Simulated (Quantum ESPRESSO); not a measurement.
# Fe in Quantum ESPRESSO: relaxation of the atoms with revPBE+D2

Aim: the relaxation of the atoms of Fe with revPBE+D2.

Everything below comes from runs of Quantum ESPRESSO 7.5. Logs are shortened: lines on timing, memory, paths and dates and some standing lists are left out, and cuts for length are marked.

### 1 The sheet as given

The cell holds a sheet with vacuum, 1 atom: a = 2.311 Å, b = 2.311 Å, c = 23.800 Å, α = 90.00°, β = 90.00°, γ = 90.00°.

The cell was built by a generator and needn't be a form met in nature.

### 2 Relaxation of the atoms, revPBE+D2, collinear spin, ferromagnetic start

pw.in reads:

```
&CONTROL
  calculation = 'relax'
  prefix = 'pwscf'
  outdir = './tmp'
  pseudo_dir = './pseudo'
  tprnfor = .true.
  disk_io = 'low'
  nstep = 40
  forc_conv_thr = 0.001
  etot_conv_thr = 0.0001
  max_seconds = 2720
/
&SYSTEM
  ibrav = 0
  celldm(1) = 8
  nat = 1
  ntyp = 1
  ecutwfc = 90
  nbnd = 17
  input_dft = 'revpbe'
  occupations = 'smearing'
  smearing = 'fd'
  degauss = 0.00734986
  nspin = 2
  starting_magnetization(1) = 0.1875
  vdw_corr = 'grimme-d2'
  london_s6 = 1.25
/
&ELECTRONS
  conv_thr = 2d-08
  electron_maxstep = 150
  mixing_beta = 0.3
  mixing_mode = 'local-TF'
/
&IONS
  upscale = 10
  ion_dynamics = 'bfgs'
/
ATOMIC_SPECIES
Fe    55.8450 Fe.upf
CELL_PARAMETERS alat
  0.5459395152467   0.0000000000000   0.0000000000000
  0.0000000000000   0.5459395152467   0.0000000000000
  0.0000000000000   0.0000000000000   5.6219352207617
ATOMIC_POSITIONS crystal
Fe     0.0000000000    0.0000000000    0.2941200000
K_POINTS automatic
9 9 1 0 0 0
```

pp_density.in reads:

```
&INPUTPP
  prefix = 'pwscf'
  outdir = './tmp'
  filplot = 'density.dat'
  plot_num = 0
/
&PLOT
  nfile = 1
  filepp(1) = 'density.dat'
  iflag = 3
  output_format = 6
  fileout = 'density.cube'
/
```

pp_potential.in reads:

```
&INPUTPP
  prefix = 'pwscf'
  outdir = './tmp'
  filplot = 'potential.dat'
  plot_num = 11
/
&PLOT
  nfile = 1
  filepp(1) = 'potential.dat'
  iflag = 3
  output_format = 6
  fileout = 'potential.cube'
/
```

pp_spin.in reads:

```
&INPUTPP
  prefix = 'pwscf'
  outdir = './tmp'
  filplot = 'spin.dat'
  plot_num = 6
/
&PLOT
  nfile = 1
  filepp(1) = 'spin.dat'
  iflag = 3
  output_format = 6
  fileout = 'spin.cube'
/
```

pp_elf.in reads:

```
&INPUTPP
  prefix = 'pwscf'
  outdir = './tmp'
  filplot = 'elf.dat'
  plot_num = 8
/
&PLOT
  nfile = 1
  filepp(1) = 'elf.dat'
  iflag = 3
  output_format = 6
  fileout = 'elf.cube'
/
```

Potentials or basis: PseudoDojo 0.5 SR PBE standard.

Launch:

```console
$ OMP_NUM_THREADS=1 mpirun -n 2 pw.x -nk 2 -in pw.in > pw.out
$ OMP_NUM_THREADS=1 mpirun -n 1 pp.x -in pp_density.in > pp_density.out
$ OMP_NUM_THREADS=1 mpirun -n 1 pp.x -in pp_potential.in > pp_potential.out
$ OMP_NUM_THREADS=1 mpirun -n 1 pp.x -in pp_spin.in > pp_spin.out
$ OMP_NUM_THREADS=1 mpirun -n 1 pp.x -in pp_elf.in > pp_elf.out
```

pw.out:

```text
This program is part of the open-source Quantum ESPRESSO suite
     for quantum simulation of materials; please cite
         "P. Giannozzi et al., J. Phys.:Condens. Matter 21 395502 (2009);
         "P. Giannozzi et al., J. Phys.:Condens. Matter 29 465901 (2017);
         "P. Giannozzi et al., J. Chem. Phys. 152 154105 (2020);
     in publications or presentations arising from this work. More details at

     IMPORTANT: XC functional enforced from input :
     Exchange-correlation= REVPBE
                           (   1   4   4   4   0   0   0)
     Any further DFT definition will be discarded
     Please, verify this is what you really want

     Message from routine setup:
     using ibrav=0 with symmetry is DISCOURAGED, use correct ibrav instead

     K-points division:     npool     =       2
     Subspace diagonalization in iterative solution of the eigenvalue problem:
     a serial algorithm will be used

     G-vector sticks info
     --------------------
     sticks:   dense  smooth     PW     G-vecs:    dense   smooth      PW
     Sum         553     553    169                99055    99055   16213

     Using Slab Decomposition

     bravais-lattice index     =            0
     lattice parameter (alat)  =       8.0000  a.u.
     unit-cell volume          =     857.9162 (a.u.)^3
     number of atoms/cell      =            1
     number of atomic types    =            1
     number of electrons       =        16.00
     number of Kohn-Sham states=           17
     kinetic-energy cutoff     =      90.0000  Ry
     charge density cutoff     =     360.0000  Ry
     scf convergence threshold =      2.0E-08
     mixing beta               =       0.3000
     number of iterations used =            8  local-TF  mixing
     energy convergence thresh.=      1.0E-04
     force convergence thresh. =      1.0E-03
     Exchange-correlation= REVPBE
                           (   1   4   4   4   0   0   0)
     nstep                     =           40

     celldm(1)=   8.000000  celldm(2)=   0.000000  celldm(3)=   0.000000
     celldm(4)=   0.000000  celldm(5)=   0.000000  celldm(6)=   0.000000

     crystal axes: (cart. coord. in units of alat)
               a(1) = (   0.545940   0.000000   0.000000 )
               a(2) = (   0.000000   0.545940   0.000000 )
               a(3) = (   0.000000   0.000000   5.621935 )

     reciprocal axes: (cart. coord. in units 2 pi/alat)
               b(1) = (  1.831705  0.000000  0.000000 )
               b(2) = (  0.000000  1.831705  0.000000 )
               b(3) = (  0.000000  0.000000  0.177875 )

     PseudoPot. # 1 for Fe read from file:
     Fe.upf
     Pseudo is Norm-conserving + core correction, Zval = 16.0
     Generated using ONCVPSP code by D. R. Hamann
     Using radial grid of 1426 points,  6 beta functions with:
                l(1) =   0
                l(2) =   0
                l(3) =   1
                l(4) =   1
                l(5) =   2
                l(6) =   2

     atomic species   valence    mass     pseudopotential
     Fe               16.00    55.84500     Fe( 1.00)

     Starting magnetic structure
     atomic species   magnetization
     Fe              0.188

      8 Sym. Ops. (no inversion) found

   Cartesian axes

     site n.     atom                  positions (alat units)
         1        Fe     tau(   1) = (   0.0000000   0.0000000   1.6535236  )

     -------------------------------------------------
     Parameters for Dispersion (Grimme-D2) Correction:
     -------------------------------------------------
       atom      VdW radius       C_6

        Fe         2.952        374.666

     number of k points=    15  Fermi-Dirac smearing, width (Ry)=  0.0073
                       cart. coord. in units 2pi/alat
        k(    1) = (   0.0000000   0.0000000   0.0000000), wk =   0.0123457
        k(    2) = (   0.0000000   0.2035227   0.0000000), wk =   0.0493827
        k(    3) = (   0.0000000   0.4070455   0.0000000), wk =   0.0493827
        k(    4) = (   0.0000000   0.6105682   0.0000000), wk =   0.0493827
        k(    5) = (   0.0000000   0.8140910   0.0000000), wk =   0.0493827
        k(    6) = (   0.2035227   0.2035227   0.0000000), wk =   0.0493827
        k(    7) = (   0.2035227   0.4070455   0.0000000), wk =   0.0987654
        k(    8) = (   0.2035227   0.6105682   0.0000000), wk =   0.0987654
        k(    9) = (   0.2035227   0.8140910   0.0000000), wk =   0.0987654
        k(   10) = (   0.4070455   0.4070455   0.0000000), wk =   0.0493827
        k(   11) = (   0.4070455   0.6105682   0.0000000), wk =   0.0987654
        k(   12) = (   0.4070455   0.8140910   0.0000000), wk =   0.0987654
        k(   13) = (   0.6105682   0.6105682   0.0000000), wk =   0.0493827
        k(   14) = (   0.6105682   0.8140910   0.0000000), wk =   0.0987654
        k(   15) = (   0.8140910   0.8140910   0.0000000), wk =   0.0493827

     Dense  grid:    99055 G-vectors     FFT dimensions: (  27,  27, 288)

     Generating pointlists ...
     new r_m :   0.2252 (alat units)  1.8016 (a.u.) for type    1

     Initial potential from superposition of free atoms

     starting charge      15.9996, renormalised to      16.0000

     negative rho (up, down):  4.633E-05 3.170E-05
     Starting wfcs are   10 randomized atomic wfcs +    7 random wfcs

     Self-consistent Calculation

     iteration #  1     ecut=    90.00 Ry     beta= 0.30
     Davidson diagonalization with overlap
     ethr =  1.00E-02,  avg # of iterations =  7.4

     negative rho (up, down):  2.536E-05 2.420E-05
[... 191 lines left out ...]
     iteration # 18     ecut=    90.00 Ry     beta= 0.30
     Davidson diagonalization with overlap
     ethr =  3.58E-10,  avg # of iterations =  3.8

     Magnetic moment per site  (integrated on atomic sphere of radius R)
     atom   1 (R=0.225)  charge= 14.0273  magn=  2.7467

     End of self-consistent calculation

 ------ SPIN UP ------------

          k = 0.0000 0.0000 0.0000 ( 12447 PWs)   bands (ev):

   -90.6239 -57.0224 -56.3608 -56.3608  -8.2409  -6.4018  -5.4978  -3.4854
    -3.4854  -2.8104  -2.3023   1.6795   2.0921   2.2546   3.0391   3.4005
     4.7395
[... 81 lines left out ...]
   -90.4883 -56.9215 -56.7926 -56.7914  -6.9964  -5.2150  -5.1628  -4.1065
    -1.7604   4.4138   6.1593   9.5422  10.8884  11.9420  11.9536  13.1024
    13.2666

 ------ SPIN DOWN ----------

          k = 0.0000 0.0000 0.0000 ( 12447 PWs)   bands (ev):

   -87.6501 -53.5903 -53.3745 -53.3745  -7.7280  -4.3507  -2.6017  -2.0606
    -0.4339  -0.4339   0.7121   1.7396   2.0246   2.2946   3.0341   3.4781
     4.7437
[... 81 lines left out ...]
   -87.5040 -53.8476 -53.8461 -53.4756  -4.7991  -2.6001  -2.5139  -0.2593
     0.7988   4.9660   6.6410  10.0343  11.6433  12.2012  12.3991  13.2227
    13.2775

     the Fermi energy is    -2.3428 ev

!    total energy              =    -250.62535126 Ry
     estimated scf accuracy    <          3.1E-09 Ry
     smearing contrib. (-TS)   =      -0.00359396 Ry
     internal energy E=F+TS    =    -250.62175729 Ry

     The total energy is F=E-TS. E is the sum of the following terms:
     one-electron contribution =   -1232.58284685 Ry
     hartree contribution      =     614.10940806 Ry
     xc contribution           =     -35.60269569 Ry
     ewald contribution        =     403.47255910 Ry
     Dispersion Correction     =      -0.01818192 Ry

     total magnetization       =     2.82 Bohr mag/cell
     absolute magnetization    =     2.95 Bohr mag/cell

     convergence has been achieved in  18 iterations

     Forces acting on atoms (cartesian axes, Ry/au):

     atom    1 type  1   force =     0.00000000    0.00000000    0.00000000

     Total force =     0.000000     Total SCF correction =     0.000097

     BFGS Geometry Optimization
     Energy error            =      0.0E+00 Ry
     Gradient error          =      0.0E+00 Ry/Bohr

     bfgs converged in   1 scf cycles and   0 bfgs steps
     (criteria: energy <  1.0E-04 Ry, force <  1.0E-03 Ry/Bohr)

     End of BFGS Geometry Optimization

     Final energy             =    -250.6253512567 Ry
Begin final coordinates

ATOMIC_POSITIONS (crystal)
Fe               0.0000000000        0.0000000000        0.2941200000
End final coordinates

=------------------------------------------------------------------------------=
   JOB DONE.
=------------------------------------------------------------------------------=
```

pp_density.out:

```text
This program is part of the open-source Quantum ESPRESSO suite
     for quantum simulation of materials; please cite
         "P. Giannozzi et al., J. Phys.:Condens. Matter 21 395502 (2009);
         "P. Giannozzi et al., J. Phys.:Condens. Matter 29 465901 (2017);
         "P. Giannozzi et al., J. Chem. Phys. 152 154105 (2020);
     in publications or presentations arising from this work. More details at

     IMPORTANT: XC functional enforced from input :
     Exchange-correlation= REVPBE
                           (   1   4   4   4   0   0   0)
     Any further DFT definition will be discarded
     Please, verify this is what you really want

     G-vector sticks info
     --------------------
     sticks:   dense  smooth     PW     G-vecs:    dense   smooth      PW
     Sum         553     553    169                99055    99055   16213

     Using Slab Decomposition

     Calling punch_plot, plot_num =   0
     Writing data to file  density.dat
     Reading data from file  density.dat

     Writing data to be plotted to file density.cube
     Plot Type: 3D                     Output format: Gaussian cube

=------------------------------------------------------------------------------=
   JOB DONE.
=------------------------------------------------------------------------------=
```

Run time: 96 s. Hardware: 2 MPI ranks of Arm Neoverse V2, shared host; peak memory 0.5 GiB.

What came out:

* Free energy: -3409.9316 eV
* Band gap on the k mesh: none (metal or under the smearing width)
* Net moment: 2.82 μB per cell
* Absolute moment: 2.95 μB per cell
* Site moments: Fe +2.75 μB
* Valence electrons inside the program's atomic spheres: Fe 14.03
* Work function of the upper face: 4.53 eV
* Work function of the lower face: 4.53 eV

Final structure:
```xyz
1
Lattice="2.3112 0.0000 0.0000 0.0000 2.3112 0.0000 0.0000 0.0000 23.8000" Properties=species:S:1:pos:R:3 pbc="T T T"
Fe    0.0000    0.0000    7.0001
```

Levels at points of the mesh, in eV from the Fermi level:
Spin up:
| k point | band 7 | band 8 | band 9 | band 10 | band 11 | band 12 | band 13 | band 14 |
| --- | --- | --- | --- | --- | --- | --- | --- | --- |
| (0.00, 0.00, 0.00) | -3.15 | -1.14 | -1.14 | -0.47 | 0.04 | 4.02 | 4.43 | 4.60 |
Spin down:
```tsv
k point	band 4	band 5	band 6	band 7	band 8	band 9	band 10	band 11
(0.00, 0.00, 0.00)	-51.03	-5.39	-2.01	-0.26	0.28	1.91	1.91	3.05
```

Caveat: the relaxation stopped at its first step, so nothing moved.
